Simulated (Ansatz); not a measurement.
# CH₅Ge (doublet): the correlation ladder, cc-pVDZ

The task here is to estimate one member of a computed series from the others.

Program: Ansatz 0.2.0, Gaussian basis. Level of theory: cc-pVDZ, core rule «outside noble gas», up to 15 orbitals frozen. These are calculated values, not measurements.

To be run: UHF; CCSD(T) on ROHF; CCSD(T) on UHF; BCCD(T) on ROHF; CISD; CCSDT(Q) on ROHF; CCSDT(Q) on UHF.

4 further runs of the same task are left out: 4 set aside as unsound or not needed.

**The system**

The geometry is a PBE0/def2-TZVP stationary point (not a proven minimum). No spin-orbit coupling is included. The filled d shell of Ge may be among the frozen orbitals whatever the setting's name suggests; the logs give the count.

7 atoms, charge 0, spin multiplicity 2.

Atoms are counted from 1 here; the program's logs count them from 0.

Bond lengths: Ge1–C2 1.960 Å, Ge1–H3 1.546 Å, Ge1–H4 1.546 Å, C2–H5 1.090 Å, C2–H6 1.093 Å, C2–H7 1.090 Å. Angles: C2–Ge1–H3 111.3°, C2–Ge1–H4 111.3°, H3–Ge1–H4 109.6°, Ge1–C2–H5 110.3°, Ge1–C2–H6 109.7°, Ge1–C2–H7 110.3°, H5–C2–H6 108.8°, H5–C2–H7 109.0°, H6–C2–H7 108.8°.

The first run:

Contents of in.yaml:

```yaml
crystal:
  periodic: [false, false, false]
  atoms:
    - {symbol: Ge, position_ang: [-0.030083, 0.000000, 0.327556]}
    - {symbol: C, position_ang: [0.055764, 0.000000, -1.630617]}
    - {symbol: H, position_ang: [0.636940, -1.262999, 0.919344]}
    - {symbol: H, position_ang: [0.636941, 1.262999, 0.919344]}
    - {symbol: H, position_ang: [-0.435069, 0.887264, -2.030634]}
    - {symbol: H, position_ang: [1.099792, 0.000000, -1.953064]}
    - {symbol: H, position_ang: [-0.435069, -0.887263, -2.030634]}
basis:
  gaussian: {orbitals: cc-pVDZ}
magnetization: {spin_polarized: true, initial_magnetization: 1}
hamiltonian: {xc: hf}
output: {orbitals: {seedname: orbitals}}
```

The run is started by

```
$ ansatz run in.yaml --threads 1 --pin off --events-out ev --progress --plain --max-ram 4096MiB --backend cpu
```

Steps of the session up to this table: UHF; CCSD(T) on ROHF; CCSD(T) on UHF; BCCD(T) on ROHF; CISD; CCSDT(Q) on ROHF; CCSDT(Q) on UHF.

One table of the session follows, with a row left open; its other results are not shown here.

```
   method  from UCCSDT(Q) (meV)
     ROHF               +7643.2
      UHF               +7604.1
     RMP2               +1244.1
     UMP2               +1237.1
     CISD                +838.9
    RCCSD                +220.1
    UCCSD                +216.0
 RCCSD(T)                 +36.1
 UCCSD(T)                 +32.4
  BCCD(T)                 +35.3
   RCCSDT                     ?
   UCCSDT                  +8.8
RCCSDT(Q)                  +3.9
UCCSDT(Q)                     0
```

Q: Estimate the row for RCCSDT from the others.

**Answer.** from UCCSDT(Q) (meV): +12.5. In the column «from UCCSDT(Q) (meV)» it lies between UCCSDT (+8.8) and UCCSD(T) (+32.4).

Some runs used a GPU and others CPU threads alone; cost is compared among the CPU runs only.

Among the levels timed on like hardware, those that no quicker one beats, quickest first: RCCSD(T) (2.7 s, +36.1 meV); UCCSD(T) (2.7 s, +32.4 meV).

Caveats from the session: Restricted and unrestricted rows rest on different reference determinants; where their highest levels disagree by more than a few hundredths of an eV, they describe different states and don't form one ladder.
